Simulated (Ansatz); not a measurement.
## In, space group Im-3m: a convergence test of the plane-wave cutoff, step by step

Program: the Python package of Ansatz (0.2.0).

At the Python prompt:
```pycon
>>> from dataclasses import dataclass
>>> import ansatz
>>> from ase import Atoms
>>> from tabulate import tabulate
>>> @dataclass
... class Settings:
...     sigma: float = 0.1
...     kmesh: tuple[int, ...] = (10, 10, 10)
...     scf_tol: float = 1e-10
...     functional: str = 'PBEsol'
...
>>> settings = Settings()
>>> atoms = Atoms(
...     ['In'],
...     scaled_positions=[
...         [0.0, 0.0, 0.0],
...     ],
...     cell=[
...         [-1.882525, 1.882525, 1.882525],
...         [1.882525, -1.882525, 1.882525],
...         [1.882525, 1.882525, -1.882525],
...     ],
...     pbc=True,
... )
>>> material = ansatz.Crystal.from_ase(atoms)
>>> material.resolved().tree()['lattice']
((-1.882525, 1.882525, 1.882525), (1.882525, -1.882525, 1.882525), (1.882525, 1.882525, -1.882525))
>>> job = (
...     material.calculation()
...     .occupations(ansatz.OccupationsMethod.FERMI_DIRAC, width=settings.sigma)
...     .kpoints(mesh=settings.kmesh)
...     .scf(tolerance=settings.scf_tol)
...     .functional(settings.functional)
... )
>>> rows = []
>>> for value in [300, 375, 450, 525, 600, 675]:
...     rep = job.basis(value).run(threads=1).report
...     rows.append((value, rep['free_energy_ev'] / len(rep['lattice']['sites']), rep['n_iterations'], rep['n_pw']))
...
DeckWarning: basis.ecutwfc = 300 eV is below the records' recommended 420 eV, and the density's cutoff is lower with it unless basis.ecutrho_ratio is high enough to keep the records' density cutoff: compare with a run at a higher cutoff
DeckWarning: basis.ecutwfc = 375 eV is below the records' recommended 420 eV, and the density's cutoff is lower with it unless basis.ecutrho_ratio is high enough to keep the records' density cutoff: compare with a run at a higher cutoff
>>> print(tabulate(rows, headers=['cutoff (eV)', 'F/atom (eV)', 'iterations', 'plane waves'], floatfmt='.4f', tablefmt='simple'))
  cutoff (eV)    F/atom (eV)    iterations    plane waves
-------------  -------------  ------------  -------------
          300     -5525.3377             7            321
          375     -5525.4030             7            429
          450     -5525.4042             7            603
          525     -5525.4046             8            683
          600     -5525.4048             7            935
          675     -5525.4049             7           1055
>>> for row in rows[:-1]:
...     shift = 1000 * (row[1] - rows[-1][1])
...     print(f'{row[0]}: {shift:+.2f} meV/atom' + ('  (within 1 meV)' if abs(shift) < 1 else ''))
...
300: +67.12 meV/atom
375: +1.90 meV/atom
450: +0.66 meV/atom  (within 1 meV)
525: +0.28 meV/atom  (within 1 meV)
600: +0.11 meV/atom  (within 1 meV)
```

From 450 eV on it stays within 1 meV an atom of the value at 675 eV; the first row (300 eV) is off by 67.1 meV and the last but one by 0.11 meV. The energy falls steadily, as expected when plane waves are added.

Notes:
- The mesh is modest for a metal, so energies can be off by several to tens of meV an atom and pressures by half a GPa or more; differences at equal mesh fare better.
- This isn't the structure that In takes at ambient conditions.
- Warnings are shown shortened and without file and line.
- Shifts are counted from the last row, which is itself no proven limit.
- Wall time of the script: 4.9 s on 1 thread of Intel(R) Xeon(R) Processor @ 2.30GHz, on a shared host, peak memory 0.5 GiB.
